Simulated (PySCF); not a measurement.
**Ways to converge the SCF of InO**

Aim: find out which solver settings change the answer for InO.

Computed with PySCF 2.14.0. Level: each script names its method and basis.

5 further runs of the same task are left out: 2 for a known fault of the program, 3 that didn't finish.

### 1 Where the work starts

InO: 2 atoms, charge 0, spin multiplicity 2.

Bond lengths: In1–O2 1.890 Å.

### 2 The base run

input.py

```python
from pyscf import gto, scf, mp

mol = gto.M(
    atom='In 0 0 0; O 0 0 1.89',
    basis='sto-3g',
    charge=0,
    spin=1,
    verbose=4,
)
mf = scf.UHF(mol)
mf.kernel()
mp.MP2(mf).kernel()
mf.dip_moment()
print('orbital energies (hartree):', [e[max(0, n-3):n+3].round(4) for e, n in zip(mf.mo_energy, mol.nelec)])
```

Launch:

```console
$ OMP_NUM_THREADS=1 python input.py
```

Its log is not repeated here.

It gives: E(SCF) = -5756.632882 Eh, 14 cycles, E(MP2) − E(SCF) = -0.06012 Eh, ⟨S²⟩ = 0.788, μ = 1.27 D (of the SCF density).

No relativity is included for the heavy element. The bond length is a typed value, not an optimised one.

### 3 Initial guess hcore

Edit 1 changes initial guess: minao → hcore.

input.py

```python
from pyscf import gto, scf, mp

mol = gto.M(
    atom='In 0 0 0; O 0 0 1.89',
    basis='sto-3g',
    charge=0,
    spin=1,
    verbose=4,
)
mf = scf.UHF(mol)
mf.init_guess = 'hcore'
mf.kernel()
mp.MP2(mf).kernel()
mf.dip_moment()
print('orbital energies (hartree):', [e[max(0, n-3):n+3].round(4) for e, n in zip(mf.mo_energy, mol.nelec)])
```

Launch:

```console
$ OMP_NUM_THREADS=1 python input.py
```

### 4 Convergence threshold 0.001 hartree

Edit 2 changes convergence threshold: default → 0.001 hartree.

Changes to input.py since step 2:

```diff
@@ -10,2 +10,3 @@
 mf = scf.UHF(mol)
+mf.conv_tol = 0.001
 mf.kernel()
```

### 5 Damping 0.2

Edit 3 changes damping: none → 0.2.

Changes to input.py since step 2:

```diff
@@ -10,2 +10,4 @@
 mf = scf.UHF(mol)
+mf.damp = 0.2
+mf.diis_start_cycle = 8
 mf.kernel()
```

Q: Predict the outcome of this session. Wanted: for each run, E(SCF); from base; gap, α spin; SCF dipole; after the SCF.

**Answer**, as computed:

| run | E(SCF) (hartree) | from base (eV) | cycles | gap, α spin (eV) | SCF dipole (D) | after the SCF |
| --- | --- | --- | --- | --- | --- | --- |
| base | -5756.632882 | 0 | 14 | 11.94 | 1.27 | MP2 correlation -1.636 eV |
| initial guess hcore | -5756.632882 | 0.0000 | 17 | 11.94 | 1.27 | MP2 correlation -1.636 eV |
| convergence threshold 0.001 hartree | -5756.632480 | not comparable | 8 | 12.05 | 1.51 | MP2 correlation -1.716 eV |
| damping 0.2 | -5756.632882 | 0.0000 | 20 | 11.94 | 1.27 | MP2 correlation -1.636 eV |

Distance from each run's final energy (log10 hartree) by cycle:

| run | cycle 1 | cycle 2 | cycle 3 | cycle 5 | cycle 8 | cycle 12 |
| --- | --- | --- | --- | --- | --- | --- |
| base | -0.6 | 0.1 | -1.3 | -1.7 | -3.0 | -6.9 |
| initial guess hcore | 0.3 | 0.8 | 0.6 | 0.6 | -2.1 | -5.6 |
| convergence threshold 0.001 hartree | -0.6 | 0.1 | -1.3 | -1.7 | -3.3 | done |
| damping 0.2 | -0.6 | -0.3 | -0.6 | -0.7 | -0.8 | -3.2 |

The SCF energy stays the same, to the digits that matter, with initial guess hcore or damping 0.2. The base needs 14 cycles and the run with damping 0.2 needs 20. Rows marked «poor choice» come from settings spoiled on purpose.
